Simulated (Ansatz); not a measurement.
# C2H6F2GeO2: basis-set convergence

The task here is to estimate one member of a computed series from the others.

Computed with Ansatz 0.2.0, Gaussian basis. Level: one geometry, several basis sets.

Levels to be run: PBE0-D4/def2-SVP; ωB97M-V/def2-SVP; PBE0-D4/def2-QZVPP; ωB97M-V/def2-QZVPP; the functionals' def2-TZVPP values are taken from earlier runs.

## Structure used throughout

All runs share one geometry, relaxed beforehand with PBE0-D4 in a triple-zeta def2 set.

SMILES `C[O][Ge]([F])([F])[O]C`, 13 atoms, charge 0, spin multiplicity 1.

Atoms are counted from 1 here; the program's logs count them from 0.

Bond lengths: C1–O2 1.421 Å, C1–H8 1.094 Å, C1–H9 1.090 Å, C1–H10 1.095 Å, O2–Ge3 1.738 Å, Ge3–F4 1.709 Å, Ge3–F5 1.709 Å, Ge3–O6 1.738 Å, O6–C7 1.421 Å, C7–H11 1.090 Å, C7–H12 1.095 Å, C7–H13 1.094 Å. Angles: O2–C1–H8 111.4°, O2–C1–H9 107.0°, O2–C1–H10 111.9°, H8–C1–H9 108.8°, H8–C1–H10 109.0°, H9–C1–H10 108.7°, C1–O2–Ge3 119.8°, O2–Ge3–F4 111.0°, O2–Ge3–F5 105.6°, O2–Ge3–O6 115.3°, F4–Ge3–F5 108.2°, F4–Ge3–O6 105.6°, F5–Ge3–O6 111.0°, Ge3–O6–C7 119.8°, O6–C7–H11 107.0°, O6–C7–H12 111.9°, O6–C7–H13 111.4°, H11–C7–H12 108.7° and more.

The first run:

The input, in.yaml:

```yaml
crystal:
  periodic: [false, false, false]
  atoms:
    - {symbol: C, position_ang: [-1.897518, -0.464245, 0.924324]}
    - {symbol: O, position_ang: [-1.210052, -0.828654, -0.264674]}
    - {symbol: Ge, position_ang: [0.512861, -1.052822, -0.232875]}
    - {symbol: F, position_ang: [0.957302, -2.230661, 0.922692]}
    - {symbol: F, position_ang: [0.928402, -1.643256, -1.781698]}
    - {symbol: O, position_ang: [1.437880, 0.363738, 0.163784]}
    - {symbol: C, position_ang: [1.394728, 1.498317, -0.690560]}
    - {symbol: H, position_ang: [-1.846363, -1.258370, 1.674678]}
    - {symbol: H, position_ang: [-2.941400, -0.303849, 0.653099]}
    - {symbol: H, position_ang: [-1.501894, 0.460404, 1.357071]}
    - {symbol: H, position_ang: [1.978209, 2.283296, -0.208549]}
    - {symbol: H, position_ang: [0.371886, 1.861010, -0.835472]}
    - {symbol: H, position_ang: [1.836358, 1.280190, -1.667119]}
basis:
  gaussian: {orbitals: def2-SVP}
hamiltonian: {xc: pbe0, dispersion: d4}
output: {orbitals: {seedname: orbitals}}
```

Run with:

```bash
> ansatz run in.yaml --threads 2 --pin off --events-out ev --progress --plain --max-ram 32768MiB --backend cpu
```

Steps of the session up to this table: PBE0-D4 in def2-SVP; ωB97M-V in def2-SVP; PBE0-D4 in def2-QZVPP; ωB97M-V in def2-QZVPP.

One table of the session follows, with a row left open; its other results are not shown here.

It belongs to the step «Density functionals: the series». 

```
functional       basis  HOMO (eV)
   PBE0-D4    def2-SVP          ?
   PBE0-D4  def2-TZVPP      -8.81
   PBE0-D4  def2-QZVPP      -8.86
   ωB97M-V    def2-SVP     -11.11
   ωB97M-V  def2-TZVPP     -11.23
   ωB97M-V  def2-QZVPP     -11.28
```

Estimate the missing values for PBE0-D4, def2-SVP.

**Answer.** HOMO (eV): -8.72. In the column «HOMO (eV)» it is the highest.
